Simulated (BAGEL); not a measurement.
# One shape, several levels: B2HBrF2 (SMILES FB(F)BBr)

Aim: a comparison of 3 runs (HF/3-21G, HF/6-31G*, RI-MP2/6-31G*) of B2HBrF2. 

The calculation is run with BAGEL 1.2.2.

30 further runs of the same task are left out: 8 that didn't finish, 22 set aside as unsound or not needed.

**1. Starting point**

B2HBrF2 has 6 atoms, charge 0, and is taken as a singlet. SMILES: `FB(F)BBr`. One bond was lengthened or shortened from a relaxed shape.

Bond lengths: F1–B2 1.324 Å, B2–F3 1.322 Å, B2–B4 1.694 Å, B4–Br5 1.854 Å, B4–H6 1.350 Å. Angles: F1–B2–F3 111.5°, F1–B2–B4 123.2°, F3–B2–B4 125.3°, B2–B4–Br5 122.1°, B2–B4–H6 122.4°, Br5–B4–H6 115.6°.

**2. A single-point energy at HF/3-21G (density fitting with qzvpp-jkfit) (run 1)**

Contents of job.json:

```json
{ "bagel": [

{
  "title": "molecule",
  "basis": "3-21g",
  "df_basis": "qzvpp-jkfit",
  "angstrom": true,
  "geometry": [
    { "atom": "F", "xyz": [    0.667273,   -1.813869,    0.459129 ] },
    { "atom": "B", "xyz": [   -0.249727,   -0.867439,    0.336509 ] },
    { "atom": "F", "xyz": [   -1.439217,   -1.292779,    0.726549 ] },
    { "atom": "B", "xyz": [    0.092863,    0.685171,   -0.246921 ] },
    { "atom": "Br", "xyz": [   -1.216307,    1.987841,   -0.407121 ] },
    { "atom": "H", "xyz": [    1.334930,    1.057930,   -0.622900 ] }
  ]
},
{
  "title": "hf"
},
{
  "title": "print",
  "file": "orbitals.molden",
  "orbitals": true
}

]}
```

Started as:

```
$ BAGEL_NUM_THREADS=1 BAGEL job.json > job.out
```

The log of the run:

```text
* using 1 threads per process

  ===============================================================
  ===============================================================

  *** Geometry ***

  { "atom" : "F", "xyz" : [      1.260963,     -3.427716,      0.867628 ] },
  { "atom" : "B", "xyz" : [     -0.471916,     -1.639222,      0.635910 ] },
  { "atom" : "F", "xyz" : [     -2.719726,     -2.442998,      1.372979 ] },
  { "atom" : "B", "xyz" : [      0.175486,      1.294786,     -0.466613 ] },
  { "atom" : "Br", "xyz" : [     -2.298487,      3.756475,     -0.769347 ] },
  { "atom" : "H", "xyz" : [      2.522652,      1.999198,     -1.177110 ] },

  Number of auxiliary basis functions:      588

  Since a DF basis is specified, we compute 2- and 3-index integrals:
    o Being stored without compression. Storage requirement is 0.017 GB

  Number of basis functions:       60
  Number of electrons      :       64

    * METHOD: MOLECULE                             0.39

  *** RHF ***

  === Nuclear Repulsion ===
   259.9383130784

      * DIIS with orbital gradients will be used.

  === RHF iteration (3-21g) ===
      0      -2807.49052109          0.02351044           0.10
      1      -2807.60862844          0.01409931           0.10
      2      -2807.65394306          0.00122040           0.10
      3      -2807.65484328          0.00015720           0.10
      4      -2807.65485998          0.00005272           0.09
      5      -2807.65486178          0.00001415           0.09
      6      -2807.65486194          0.00000578           0.09
      7      -2807.65486196          0.00000209           0.12
      8      -2807.65486196          0.00000067           0.10
      9      -2807.65486196          0.00000026           0.09
     10      -2807.65486196          0.00000008           0.09
     11      -2807.65486196          0.00000003           0.09
     12      -2807.65486196          0.00000001           0.09
     13      -2807.65486196          0.00000000           0.12
    * SCF iteration converged.

    * Permanent dipole moment:
           (   -0.209302,    -0.396483,     0.176934) a.u.

    * METHOD: HF                                   1.66

    * METHOD: PRINT                                0.01

  ===============================================================
```

It took 2.4 s on 1 thread of Intel Xeon Platinum 8259CL at 2.50GHz (Skylake/Cascade Lake), shared host; peak memory 0.12 GiB.

**3. A single-point energy at HF/6-31G(d) (density fitting with qzvpp-jkfit, spherical functions) (run 2)**

Contents of input.json:

```json
{ "bagel": [

{
  "title": "molecule",
  "basis": "6-31gs.json",
  "df_basis": "qzvpp-jkfit",
  "angstrom": true,
  "geometry": [
    { "atom": "F", "xyz": [       0.667273,      -1.813869,       0.459129 ] },
    { "atom": "B", "xyz": [      -0.249727,      -0.867439,       0.336509 ] },
    { "atom": "F", "xyz": [      -1.439217,      -1.292779,       0.726549 ] },
    { "atom": "B", "xyz": [       0.092863,       0.685171,      -0.246921 ] },
    { "atom": "Br", "xyz": [      -1.216307,       1.987841,      -0.407121 ] },
    { "atom": "H", "xyz": [       1.334930,       1.057930,      -0.622900 ] }
  ]
},

{ "title": "hf" },

{ "title": "print", "file": "orbitals.molden", "orbitals": true }

]}
```

The basis set 6-31G* is read from a file made from the Basis Set Exchange's data (not shown).

Started as:

```
$ BAGEL_NUM_THREADS=1 BAGEL input.json > input.out
```

The log of the run:

```text
* using 1 threads per process

  ===============================================================
  ===============================================================

  *** Geometry ***

  { "atom" : "F", "xyz" : [      1.260963,     -3.427716,      0.867628 ] },
  { "atom" : "B", "xyz" : [     -0.471916,     -1.639222,      0.635910 ] },
  { "atom" : "F", "xyz" : [     -2.719726,     -2.442998,      1.372979 ] },
  { "atom" : "B", "xyz" : [      0.175486,      1.294786,     -0.466613 ] },
  { "atom" : "Br", "xyz" : [     -2.298487,      3.756475,     -0.769347 ] },
  { "atom" : "H", "xyz" : [      2.522652,      1.999198,     -1.177110 ] },

  Number of auxiliary basis functions:      588

  Since a DF basis is specified, we compute 2- and 3-index integrals:
    o Being stored without compression. Storage requirement is 0.038 GB

  Number of basis functions:       90
  Number of electrons      :       64

    * METHOD: MOLECULE                             0.57

  *** RHF ***

  === Nuclear Repulsion ===
   259.9383130784

      * DIIS with orbital gradients will be used.

  === RHF iteration (6-31gs.json) ===
      0      -2820.86155496          0.01770343           0.17
      1      -2820.98935100          0.01123081           0.18
      2      -2821.05060791          0.00115364           0.15
      3      -2821.05201570          0.00015673           0.15
      4      -2821.05204544          0.00005208           0.19
      5      -2821.05204957          0.00001707           0.16
      6      -2821.05205007          0.00000680           0.16
      7      -2821.05205015          0.00000246           0.16
      8      -2821.05205016          0.00000079           0.19
      9      -2821.05205016          0.00000030           0.16
     10      -2821.05205016          0.00000011           0.18
     11      -2821.05205016          0.00000003           0.14
     12      -2821.05205016          0.00000001           0.14
     13      -2821.05205016          0.00000001           0.14
    * SCF iteration converged.

    * Permanent dipole moment:
           (   -0.194933,    -0.304294,     0.143379) a.u.

    * METHOD: HF                                   2.70

    * METHOD: PRINT                                0.02

  ===============================================================
```

It took 3.6 s on 1 thread of Intel Xeon Platinum 8259CL at 2.50GHz (Skylake/Cascade Lake), shared host; peak memory 0.17 GiB.

**4. A single-point energy at RI-MP2/6-31G(d) (density fitting with qzvpp-jkfit, spherical functions) (run 3)**

Contents of mp2.json:

```json
{ "bagel": [

{
  "title": "molecule",
  "basis": "6-31gs.json",
  "df_basis": "qzvpp-jkfit",
  "angstrom": true,
  "geometry": [
    { "atom": "F", "xyz": [       0.667273,      -1.813869,       0.459129 ] },
    { "atom": "B", "xyz": [      -0.249727,      -0.867439,       0.336509 ] },
    { "atom": "F", "xyz": [      -1.439217,      -1.292779,       0.726549 ] },
    { "atom": "B", "xyz": [       0.092863,       0.685171,      -0.246921 ] },
    { "atom": "Br", "xyz": [      -1.216307,       1.987841,      -0.407121 ] },
    { "atom": "H", "xyz": [       1.334930,       1.057930,      -0.622900 ] }
  ]
},

{ "title": "hf" },

{ "title": "mp2", "ncore": 13 }

]}
```

The basis set 6-31G* is read from a file made from the Basis Set Exchange's data (not shown).

Started as:

```
$ BAGEL_NUM_THREADS=1 BAGEL mp2.json > mp2.out
```

The log of the run:

```text
* using 1 threads per process

  ===============================================================
  ===============================================================

  *** Geometry ***

  { "atom" : "F", "xyz" : [      1.260963,     -3.427716,      0.867628 ] },
  { "atom" : "B", "xyz" : [     -0.471916,     -1.639222,      0.635910 ] },
  { "atom" : "F", "xyz" : [     -2.719726,     -2.442998,      1.372979 ] },
  { "atom" : "B", "xyz" : [      0.175486,      1.294786,     -0.466613 ] },
  { "atom" : "Br", "xyz" : [     -2.298487,      3.756475,     -0.769347 ] },
  { "atom" : "H", "xyz" : [      2.522652,      1.999198,     -1.177110 ] },

  Number of auxiliary basis functions:      588

  Since a DF basis is specified, we compute 2- and 3-index integrals:
    o Being stored without compression. Storage requirement is 0.038 GB

  Number of basis functions:       90
  Number of electrons      :       64

    * METHOD: MOLECULE                             0.64

  *** RHF ***

  === Nuclear Repulsion ===
   259.9383130784

      * DIIS with orbital gradients will be used.

  === RHF iteration (6-31gs.json) ===
      0      -2820.86155496          0.01770343           0.16
      1      -2820.98935100          0.01123081           0.19
      2      -2821.05060791          0.00115364           0.15
      3      -2821.05201570          0.00015673           0.16
      4      -2821.05204544          0.00005208           0.15
      5      -2821.05204957          0.00001707           0.15
      6      -2821.05205007          0.00000680           0.15
      7      -2821.05205015          0.00000246           0.16
      8      -2821.05205016          0.00000079           0.20
      9      -2821.05205016          0.00000030           0.15
     10      -2821.05205016          0.00000011           0.14
     11      -2821.05205016          0.00000003           0.14
     12      -2821.05205016          0.00000001           0.14
     13      -2821.05205016          0.00000001           0.14
    * SCF iteration converged.

    * Permanent dipole moment:
           (   -0.194933,    -0.304294,     0.143379) a.u.

    * METHOD: HF                                   2.62

  *** RHF ***

  === Nuclear Repulsion ===
   259.9383130784

      * DIIS with orbital gradients will be used.

  === RHF iteration (6-31gs.json) ===
      0      -2821.05205016          0.00000000           0.14
    * SCF iteration converged.

    * Permanent dipole moment:
           (   -0.194933,    -0.304294,     0.143379) a.u.

  === DF-MP2 calculation ===

    * freezing 13 orbitals
    * 3-index integral transformation done
    * assembly done

      MP2 correlation energy:   -0.7347097811      0.09

      MP2 total energy:       -2821.7867599401

    * METHOD: MP2                                  0.40

  ===============================================================
```

It took 4.2 s on 1 thread of Intel Xeon Platinum 8259CL at 2.50GHz (Skylake/Cascade Lake), shared host; peak memory 0.17 GiB.

**5. All runs side by side**

```
run                                                                  level  frozen core orbitals   energy (Eh)  dipole moment (D)  HOMO energy (eV)  LUMO energy (eV)  wall time
  1                            HF/3-21G (density fitting with qzvpp-jkfit)                     –  -2807.654862               1.23            -11.10              0.25      2.4 s
  2      HF/6-31G* (density fitting with qzvpp-jkfit, spherical functions)                     –  -2821.052050               0.99            -11.19              0.59      3.6 s
  3  RI-MP2/6-31G* (density fitting with qzvpp-jkfit, spherical functions)                    13  -2821.786760                  –                 –                 –      4.2 s
```

**6. Results**

```
                                           quantity           value
                                run 3: total energy  -2821.78676 Eh
run 3: correlation energy (13 core orbitals frozen)      -734.7 mEh
```

All runs together took 10 s, the longest 4.2 s.
